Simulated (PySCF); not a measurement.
# C2HCl3Sn (SMILES C#[C][Sn]([Cl])([Cl])[Cl]): levels of theory compared

Aim: a comparison of 6 runs (HF/STO-3G, HF/3-21G, HF/def2-SVP, wB97X/STO-3G, B3LYP/3-21G, PBE/3-21G) of C2HCl3Sn. Input form: a Python script.

The results are computed with PySCF 2.14.0.

1 further run of the same task is left out (set aside as unsound or not needed).

### Step 1. The structure to begin with

C2HCl3Sn has 7 atoms, charge 0, and is taken as a singlet. As SMILES, `C#[C][Sn]([Cl])([Cl])[Cl]`. The shape is that of a PBE0-D4/def2-TZVP optimisation.

Bond lengths: C1–C2 1.204 Å, C2–Sn3 2.048 Å, Sn3–Cl4 2.293 Å, Sn3–Cl5 2.293 Å, Sn3–Cl6 2.293 Å, C1–H7 1.067 Å. Angles: C1–C2–Sn3 179.9°, C2–Sn3–Cl4 110.8°, C2–Sn3–Cl5 110.8°, C2–Sn3–Cl6 110.8°, Cl4–Sn3–Cl5 108.1°, Cl4–Sn3–Cl6 108.1°, Cl5–Sn3–Cl6 108.1°, C2–C1–H7 180.0°.

### Step 2. Energy and gradient at HF/STO-3G (run 1)

The input, calc.py:

```python
from pyscf import gto, scf

mol = gto.Mole()
mol.atom = '''
C      3.072317    -2.650530     1.186370
C      1.420507    -1.226054     0.539517
Sn    -1.390460     1.194118    -0.563894
Cl    -4.811999    -1.004956    -2.060368
Cl    -0.001701     3.831798    -3.709910
Cl    -2.709300     3.639990     2.762024
H      4.536099    -3.912867     1.759524
'''
mol.max_memory = 1860
mol.verbose = 4
mol.unit = 'bohr'
mol.basis = 'sto-3g'
mol.build()

mf = scf.RHF(mol)
mf.conv_tol = 1e-10
mf.kernel()
if not mf.converged:
    mf = mf.newton().run(mf.mo_coeff, mf.mo_occ)

e_tot = mf.e_tot
print('E(%s) = %.9f' % ('HF', e_tot))
grad = mf.nuc_grad_method().kernel()
mf.analyze()
```

On the command line:

```sh
$ OMP_NUM_THREADS=1 python calc.py
```

Standard output:

```text
PySCF version 2.14.0

[... 82 lines left out ...]
DFT Exchange-Correlation Energy =     -253.299177223518655
[... 14 lines left out ...]
MO #13  energy= -18.3660066317969  occ= 2
[... 12 lines left out ...]
MO #26  energy= -7.7970422574979   occ= 2
[... 12 lines left out ...]
MO #39  energy= -1.05742600372478  occ= 2
[... 12 lines left out ...]
MO #52  energy= -0.412744342744475 occ= 2
[... 12 lines left out ...]
MO #65  energy= 1.36095332155296   occ= 0
[... 75 lines left out ...]
Dipole moment(X, Y, Z, Debye):  2.36613, -2.03701,  0.92908
```

It took 6.6 s on 1 thread of Arm Neoverse V2, shared host; peak memory 0.14 GiB.

### Step 3. Energy and gradient at HF/3-21G (run 2)

The input, input.xyz:

```xyz
7

C      1.625800    -1.402600     0.627800
C      0.751700    -0.648800     0.285500
Sn    -0.735800     0.631900    -0.298400
Cl    -2.546400    -0.531800    -1.090300
Cl    -0.000900     2.027700    -1.963200
Cl    -1.433700     1.926200     1.461600
H      2.400400    -2.070600     0.931100
```

The input, input.py:

```python
# C#[C][Sn]([Cl])([Cl])[Cl]
from pyscf import gto

mol = gto.Mole()
mol.atom = 'input.xyz'
mol.basis = '3-21g'
mol.max_memory = 1860
mol.verbose = 3
mol.build()

calc0 = mol.RHF()
calc0.conv_tol = 1e-10
calc0.kernel()
if not calc0.converged:
    calc0 = calc0.newton().run(calc0.mo_coeff, calc0.mo_occ)

etot = calc0.e_tot
print('Final energy', etot)
grad = calc0.nuc_grad_method().kernel()
dip = calc0.dip_moment()
pop, q = calc0.mulliken_pop()
```

On the command line:

```sh
$ OMP_NUM_THREADS=1 python input.py
```

Standard output:

```text
converged SCF energy = -7444.17580694741
Final energy -7444.175806947407
[... 10 lines left out ...]
Dipole moment(X, Y, Z, Debye):  3.11277, -2.68114,  1.22138
[... 98 lines left out ...]
charge of    6H =      0.36434
```

Run time: 6.9 s. Hardware: 1 thread of Arm Neoverse V2, shared host; peak memory 0.18 GiB.

Runs 3 to 5 aren't shown in full; the table further down has their settings and results.

### Step 4. Energy and forces at PBE/3-21G (run 6)

The input, job.py:

```python
from pyscf import gto, dft

molecule = gto.M(
    atom='''
C    1.625800  -1.402600   0.627800
C    0.751700  -0.648800   0.285500
Sn  -0.735800   0.631900  -0.298400
Cl  -2.546400  -0.531800  -1.090300
Cl  -0.000900   2.027700  -1.963200
Cl  -1.433700   1.926200   1.461600
H    2.400400  -2.070600   0.931100
''',
    verbose=4,
    basis='3-21g',
    spin=0,
    max_memory=1860,
    charge=0,
)

ks = dft.RKS(molecule)
ks.xc = 'pbe'
ks.grids.level = 5
ks.conv_tol = 1e-10
ks.kernel()
if not ks.converged:
    ks = ks.newton().run(ks.mo_coeff, ks.mo_occ)

e_tot = ks.e_tot
print('Final energy', e_tot)
grad = ks.nuc_grad_method().kernel()
ks.analyze()
```

On the command line:

```sh
$ OMP_NUM_THREADS=1 python job.py
```

Standard output:

```text
PySCF version 2.14.0

[... 107 lines left out ...]
MO #5   energy= -140.822520585463  occ= 2
[... 16 lines left out ...]
MO #22  energy= -9.12544283961696  occ= 2
[... 16 lines left out ...]
MO #39  energy= -1.12649795021841  occ= 2
[... 16 lines left out ...]
MO #56  energy= -0.298007801103521 occ= 2
[... 16 lines left out ...]
MO #73  energy= 0.5000130457621    occ= 0
[... 16 lines left out ...]
MO #90  energy= 1.89830041214472   occ= 0
[... 100 lines left out ...]
Dipole moment(X, Y, Z, Debye):  2.55534, -2.20112,  1.00257
```

It took 32 s on 1 thread of Arm Neoverse V2, shared host; peak memory 0.88 GiB.

### Step 5. Overview of the runs

```csv
run,level,core potential,integration grid,energy (Eh),dipole moment (D),HOMO energy (eV),LUMO energy (eV),wall time
1,HF/STO-3G,–,–,-7402.596990,3.26,-10.23,5.63,6.6 s
2,HF/3-21G,–,–,-7444.175807,4.29,-12.39,1.21,6.9 s
3,HF/def2-SVP (core potential),def2-svp,–,-1667.744342,2.97,-12.00,1.93,12 s
4,wB97X/STO-3G,–,5,-7407.075089,3.07,-9.91,3.51,30 s
5,B3LYP/3-21G,–,5,-7449.305570,3.64,-9.11,-2.61,31 s
6,PBE/3-21G,–,5,-7448.008898,3.52,-8.11,-3.22,32 s
```

### Step 6. Outcome

| quantity | value |
| --- | --- |
| run 6: total energy | -7448.00890 Eh |
| run 6: dipole moment | 3.52 D |
| run 6: HOMO energy | -8.11 eV |
| run 6: LUMO energy | -3.22 eV |
| run 6: HOMO–LUMO gap | 4.89 eV |
| run 6: largest force on an atom | 1.824 eV/Å |

In words: The dipole moment (its size) runs from 2.97 D (HF/def2-SVP) to 4.29 D (HF/3-21G). The two ends differ in basis and core potential. The HOMO–LUMO gap runs from 4.89 eV (PBE/3-21G) to 15.86 eV (HF/STO-3G). The two ends differ in method and basis. Totals of different functionals can't be ranked against each other. Some runs of one species differ in core potentials or relativity; totals across that change don't compare. In runs 1, 4 the basis is minimal, so the values are rough. In runs 1, 2, 4, 5, 6 relativity is left out where basis or elements ask for it. All runs together took 2 min, the longest 32 s.
